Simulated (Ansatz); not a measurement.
# GaPPt5 (P4/mmm): equation of state with a fit in Python

Where is the equilibrium volume of GaPPt5 (P4/mmm), and how stiff is it? Wanted for GaPPt5 (P4/mmm): an equation of state with a fit.

Computed with Ansatz 0.2.0, driven from Python. Level of theory: DFT r2SCAN, plane waves, norm-conserving potentials.

**1. The structure**

The structure is tetragonal, space group P4/mmm (No. 123). The conventional cell has a = 3.918 Å, b = 3.918 Å, c = 6.885 Å, α = 90.00°, β = 90.00°, γ = 90.00°. Around Ga (site symmetry 4/mmm) lie 12 Pt at 2.77 to 2.80 Å. P (site symmetry 4/mmm) is surrounded by 8 Pt at 2.43 Å. Pt (site symmetry 2mm) is surrounded by 2 P at 2.43 Å and 7 Pt at 2.77 to 2.89 Å and 2 Ga at 2.80 Å. Pt (site symmetry 4/mmm) has 4 Ga at 2.77 Å and 8 Pt at 2.80 Å as nearest neighbours.

The script holds or builds the structure itself.

**2. Script**

eos_gappt5.py

```python
# -*- coding: utf-8 -*-
"""Bulk modulus of GaPPt5 from an E(V) curve."""

from dataclasses import dataclass
import warnings

import ansatz as az
import numpy as np
from pymatgen.analysis.eos import EOS


@dataclass
class Options:
    xc: str = "r2scan"
    scf_tol: float = 1e-07
    extra_bands: int = 6
    occupations: str = "cold"
    smearing_width: float = 0.02
    kgrid: tuple[int, ...] = (7, 7, 4)


opts = Options()

VECTORS = np.array([
    [3.91763, 0.0, 0.0],
    [0.0, 3.91763, 0.0],
    [0.0, 0.0, 6.884598],
])
SITES = [
    ("Ga", (0.5, 0.5, 0.0)),
    ("P", (0.0, 0.0, 0.5)),
    ("Pt", (0.0, 0.5, 0.289918)),
    ("Pt", (0.0, 0.5, 0.710082)),
    ("Pt", (0.5, 0.0, 0.289918)),
    ("Pt", (0.5, 0.0, 0.710082)),
    ("Pt", (0.0, 0.0, 0.0)),
]


def build(cell):
    crystal = az.Crystal(lattice=az.Lattice.of(cell))
    for symbol, position in SITES:
        crystal = crystal.atom(symbol, position)
    return crystal

warnings.simplefilter("ignore", az.DeckWarning)

# scale the volume, keep shape and fractions
volumes, energies = [], []
for scale in np.linspace(0.88, 1.12, 7):
    cell = VECTORS * scale ** (1 / 3)
    job = (
        build(cell).calculation()
        .initial_density(normalization="cell")
        .pseudopotentials("nc")
        .functional(opts.xc)
        .scf(tolerance=opts.scf_tol, extra_bands=opts.extra_bands)
        .occupations(opts.occupations, width=opts.smearing_width)  # fractional filling near the Fermi level
        .kpoints(*opts.kgrid)
    )
    summary = job.run(threads=1).report
    volumes.append(abs(np.linalg.det(cell)) / len(SITES))
    energies.append(summary["free_energy_ev"] / len(SITES))
    print(f"V = {volumes[-1]:8.4f} A^3/atom  F = {energies[-1]:.5f} eV/atom")

for form in ["pourier_tarantola", "vinet", "birch_murnaghan"]:
    fit = EOS(eos_name=form).fit(volumes, energies)
    print(f"{form:18s} V0 {fit.v0:8.4f} A^3/atom  B0 {fit.b0_GPa:7.1f} GPa  B1 {fit.b1:5.2f}")
```

**3. What the engine is handed**

The engine receives this input (first run):

```yaml
crystal:
  lattice:
    - [3.754202034924975, 0.0, 0.0]
    - [0.0, 3.754202034924975, 0.0]
    - [0.0, 0.0, 6.597399913018946]
  atoms:
    - { symbol: Ga, position: [0.5, 0.5, 0.0] }
    - { symbol: P, position: [0.0, 0.0, 0.5] }
    - { symbol: Pt, position: [0.0, 0.5, 0.289918] }
    - { symbol: Pt, position: [0.0, 0.5, 0.710082] }
    - { symbol: Pt, position: [0.5, 0.0, 0.289918] }
    - { symbol: Pt, position: [0.5, 0.0, 0.710082] }
    - { symbol: Pt, position: [0.0, 0.0, 0.0] }
kpoints:
  mp_grid:
    grid: [7, 7, 4]
hamiltonian:
  xc: r2scan
  pseudopotentials:
    kind: nc
scf:
  n_extra_bands: 6
  convergence:
    dr2_threshold: 1.0e-07
  occupations:
    method: cold
    width: 0.02
  initial_density:
    normalization: cell
```

**4. Running it**

Command:

```bash
> python eos_gappt5.py
```

**Question.** Where does the minimum lie against the volume typed, and how stiff is the crystal?

As calculated:

| quantity | value |
| --- | --- |
| runs compared | 7 |
| range of energy | 203.65 meV/atom |
| lowest point, volume (Å³/atom) | 15.095 |
| equilibrium volume (fit) | 15.08 Å³/atom |
| bulk modulus (fit) | 236 GPa |

In words: A third-order Birch-Murnaghan fit through the 7 points has its minimum at 15.08 Å³ an atom, 0.1 % below the typed cell, with a bulk modulus of 236 GPa. From that minimum the energy rises by 203.8 meV an atom on the compressed side and 129.0 meV on the expanded side. Shape and fractional positions are held along the curve, so the bulk modulus is an upper value where they are free to relax. Such functionals run on norm-conserving files made under PBE, which can move pressures by some GPa. The mesh is modest for a metal, so energies can be off by several to tens of meV an atom and pressures by half a GPa or more; differences at equal mesh fare better. Spin-orbit coupling, which matters for elements this heavy, is left out. This cell is a computed structure, which may not be the phase found in nature.
